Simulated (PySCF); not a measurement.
# C4H6F3Ge−: magnetic properties

What do calculations give for the magnetic properties of C4H6F3Ge− (`F[C](F)(F)[GeH-][CH]1CC1`)?

Programs: PySCF 2.14.0, with routines of our own; each step states its level. All values are computed. Atoms count from 0.

## 1. The system as given

14 atoms, charge -1, multiplicity 1; geometry from: GFN2-xTB.

## 2. Magnetic properties: GIAO B3LYP/aug-pcSseg-1

The job: settings as JSON, then the geometry in Å.

```
{"job": {"kind": "mag", "xc": "B3LYP", "basis": "aug-pcSseg-1", "isotopologues": 2}, "charge": -1, "multiplicity": 1}
F      2.609119     0.215899     1.342264
C      2.259112     0.118481     0.015195
F      1.947507     1.395561    -0.335648
F      3.463163    -0.110901    -0.610671
Ge     0.911785    -1.445683    -0.307081
C     -0.587381    -0.397035     0.572712
C     -1.239043     0.788813    -0.061770
C     -1.986600    -0.501160     0.047221
H      0.579385    -0.803735    -1.768058
H     -0.529411    -0.347661     1.661310
H     -1.564375     1.622889     0.553011
H     -0.893402     1.088514    -1.041226
H     -2.824961    -0.554752     0.736214
H     -2.145575    -1.069702    -0.860486
```

With the program's defaults for keys left out, this is: GIAO B3LYP/aug-pcSseg-1 magnetisability, rotational g tensor and spin-rotation constants, non-relativistic, gas phase.

Launch:

```console
OMP_NUM_THREADS=1 python excited_run.py task.json out
```

This one command runs all jobs of the session in turn.

The program printed:

```text
coarse grid: 58872 points
cycle   1  E = -2532.2050919175  dE =  1.880e-01  |g| = 1.235e+00  |ddm| = 6.292e+00
cycle   2  E = -2531.9521798360  dE =  2.529e-01  |g| = 1.705e+00  |ddm| = 3.600e+00
cycle   3  E = -2532.3919146135  dE = -4.397e-01  |g| = 2.109e-01  |ddm| = 2.170e+00
cycle   4  E = -2532.3998577068  dE = -7.943e-03  |g| = 5.812e-02  |ddm| = 5.557e-01
cycle   5  E = -2532.4002922037  dE = -4.345e-04  |g| = 1.696e-02  |ddm| = 1.124e-01
cycle   6  E = -2532.4003533576  dE = -6.115e-05  |g| = 3.718e-03  |ddm| = 4.247e-02
cycle   7  E = -2532.4003554099  dE = -2.052e-06  |g| = 1.476e-03  |ddm| = 7.190e-03
final grid: 124920 points
cycle   8  E = -2532.4003239980  dE =  3.754e-07  |g| = 2.442e-03  |ddm| = 2.353e-02
cycle   9  E = -2532.4003222864  dE =  1.712e-06  |g| = 4.123e-03  |ddm| = 7.815e-03
cycle  10  E = -2532.4003250054  dE = -2.719e-06  |g| = 2.217e-04  |ddm| = 4.512e-03
cycle  11  E = -2532.4003250162  dE = -1.080e-08  |g| = 3.855e-05  |ddm| = 4.995e-04
cycle  12  E = -2532.4003250164  dE = -2.246e-10  |g| = 4.006e-06  |ddm| = 1.368e-04
converged SCF energy = -2532.4003250164

Magnetisability tensor (1e-30 J/T^2)
    -1556.15       52.54       66.60
       52.54    -1481.11      -34.05
       66.60      -34.05    -1641.18
isotropic -1559.48   principal values   -1692.40  -1531.96  -1454.06
isotropic susceptibility -93.914 1e-6 cm^3/mol

Inertial axes            a          b          c
rot. const./GHz      2.1712     1.0091     0.8163
chi total           -92.499    -91.905    -97.337
chi diamagnetic    -624.345  -1254.137  -1492.796
chi paramagnetic    531.845   1162.232   1395.459
quadrupole/D A       -7.212     -1.254      8.466
g nuclear            0.5097     0.5338     0.5212
g electronic        -0.5425    -0.5510    -0.5352
g total             -0.0328    -0.0172    -0.0140

Spin-rotation constants (kHz, H = +C I.J)
atom  isotope        aa         bb         cc
  0    19F        3.530      1.444      1.000
  2    19F        4.255      1.081      1.080
  3    19F        2.286      1.892      1.180
  8     1H       -0.143     -0.065      0.031
  9     1H       -0.204     -0.098      0.010
 10     1H       -0.202      0.017     -0.069
 11     1H       -0.174     -0.097      0.008
 12     1H       -0.039     -0.095     -0.050
 13     1H       -0.187     -0.044     -0.041
  1    13C*       0.744      0.379      0.331
  4   73Ge*      -0.601     -0.275     -0.241
  5    13C*       0.366      0.126      0.096
  6    13C*       0.323      0.181      0.091
* in the singly substituted isotopologue

Isotopologues: g along a, b, c
2H    at 8,9,10,11,12,1    -0.0302    -0.0159    -0.0131
13C   at 1                 -0.0328    -0.0171    -0.0140
```

It took 1.9 min on 1 thread of Arm Neoverse N1, shared host; peak memory 1.2 GiB.

In short:

```
              quantity                      value
       magnetisability           -1559·10⁻³⁰ J/T²
  molar susceptibility         -93.9·10⁻⁶ cm³/mol
rotational g (a, b, c)  -0.0328, -0.0172, -0.0140
```

## 3. Magnetic properties: GIAO KT3/6-31G

Settings changed since step 2:

```diff
@@ -1,2 +1,2 @@
-{"job": {"kind": "mag", "xc": "B3LYP", "basis": "aug-pcSseg-1", "isotopologues": 2}, "charge": -1, "multiplicity": 1}
+{"job": {"kind": "mag", "xc": "KT3", "basis": "6-31G"}, "charge": -1, "multiplicity": 1}
 F      2.609119     0.215899     1.342264
```

Level: GIAO KT3/6-31G magnetisability, rotational g tensor and spin-rotation constants, non-relativistic, gas phase.

The program printed:

```text
coarse grid: 58872 points
cycle   1  E = -2545.8780318391  dE =  3.802e-01  |g| = 1.188e+00  |ddm| = 3.629e+00
cycle   2  E = -2545.3333320324  dE =  5.447e-01  |g| = 2.068e+00  |ddm| = 2.677e+00
cycle   3  E = -2546.1380950521  dE = -8.048e-01  |g| = 2.007e-01  |ddm| = 1.768e+00
cycle   4  E = -2546.1483007639  dE = -1.021e-02  |g| = 5.083e-02  |ddm| = 3.776e-01
cycle   5  E = -2546.1488973283  dE = -5.966e-04  |g| = 1.907e-02  |ddm| = 9.324e-02
cycle   6  E = -2546.1489963339  dE = -9.901e-05  |g| = 4.388e-03  |ddm| = 3.021e-02
cycle   7  E = -2546.1489996657  dE = -3.332e-06  |g| = 1.480e-03  |ddm| = 7.080e-03
final grid: 124920 points
cycle   8  E = -2546.1490582015  dE =  8.431e-07  |g| = 2.675e-03  |ddm| = 5.931e-03
cycle   9  E = -2546.1490548459  dE =  3.356e-06  |g| = 5.007e-03  |ddm| = 8.233e-03
cycle  10  E = -2546.1490597172  dE = -4.871e-06  |g| = 3.425e-04  |ddm| = 4.729e-03
cycle  11  E = -2546.1490597487  dE = -3.151e-08  |g| = 3.596e-05  |ddm| = 5.592e-04
cycle  12  E = -2546.1490597491  dE = -4.434e-10  |g| = 1.030e-05  |ddm| = 8.724e-05
converged SCF energy = -2546.1490597491

Magnetisability tensor (1e-30 J/T^2)
    -1487.69       33.29       52.86
       33.29    -1422.89      -31.56
       52.86      -31.56    -1544.68
isotropic -1485.09   principal values   -1588.12  -1459.05  -1408.09
isotropic susceptibility -89.434 1e-6 cm^3/mol

Inertial axes            a          b          c
rot. const./GHz      2.1712     1.0091     0.8163
chi total           -88.789    -87.784    -91.730
chi diamagnetic    -618.512  -1246.753  -1485.529
chi paramagnetic    529.723   1158.969   1393.799
quadrupole/D A       -5.522     -2.199      7.720
g nuclear            0.5097     0.5338     0.5212
g electronic        -0.5403    -0.5494    -0.5345
g total             -0.0306    -0.0156    -0.0134

Spin-rotation constants (kHz, H = +C I.J)
atom  isotope        aa         bb         cc
  0    19F        3.493      1.452      0.973
  2    19F        4.064      1.054      1.083
  3    19F        2.217      1.821      1.161
  8     1H       -0.145     -0.064      0.029
  9     1H       -0.213     -0.103      0.007
 10     1H       -0.210      0.011     -0.072
 11     1H       -0.181     -0.105      0.007
 12     1H       -0.054     -0.101     -0.053
 13     1H       -0.204     -0.047     -0.042
  1    13C*       0.676      0.343      0.294
  4   73Ge*      -0.457     -0.206     -0.184
  5    13C*       0.305      0.105      0.085
  6    13C*       0.265      0.157      0.078
* in the singly substituted isotopologue
```

Run time: 37 s. Hardware: 1 thread of Arm Neoverse N1, shared host; peak memory 0.66 GiB.

Key values:

```csv
quantity,value
magnetisability,-1485·10⁻³⁰ J/T²
molar susceptibility,-89.4·10⁻⁶ cm³/mol
"rotational g (a, b, c)","-0.0306, -0.0156, -0.0134"
```

## 4. The levels compared

```csv
level,ξ (10⁻³⁰ J/T²),g(a),g(b),gap (eV),functions,time
GIAO B3LYP/aug-pcSseg-1,-1559,-0.0328,-0.0172,3.35,286,1.9 min
GIAO KT3/6-31G,-1485,-0.0306,-0.0156,4.40,102,37 s
```

## 5. Outcome

| quantity | value |
| --- | --- |
| magnetisability (step 2, GIAO B3LYP/aug-pcSseg-1) | -1559·10⁻³⁰ J/T² |
| molar susceptibility (step 2, GIAO B3LYP/aug-pcSseg-1) | -93.9·10⁻⁶ cm³/mol |
| rotational g (a, b, c) (step 2, GIAO B3LYP/aug-pcSseg-1) | -0.0328, -0.0172, -0.0140 |
| magnetisability over the levels | -1559 to -1485·10⁻³⁰ J/T² |

Steps that list no spin-orbit terms leave them out, which matters at and beside the heavy atoms. For an ion, the motion of the centre of mass in the field is left out. The magnetisability spreads by 4.9 % over 2 levels, from GIAO B3LYP/aug-pcSseg-1 (1.9 min) to GIAO KT3/6-31G (37 s); the runs took 37 s to 1.9 min. Two levels can agree by chance, so this spread shows no convergence. Vibrational averaging and real surroundings are missing from these values.
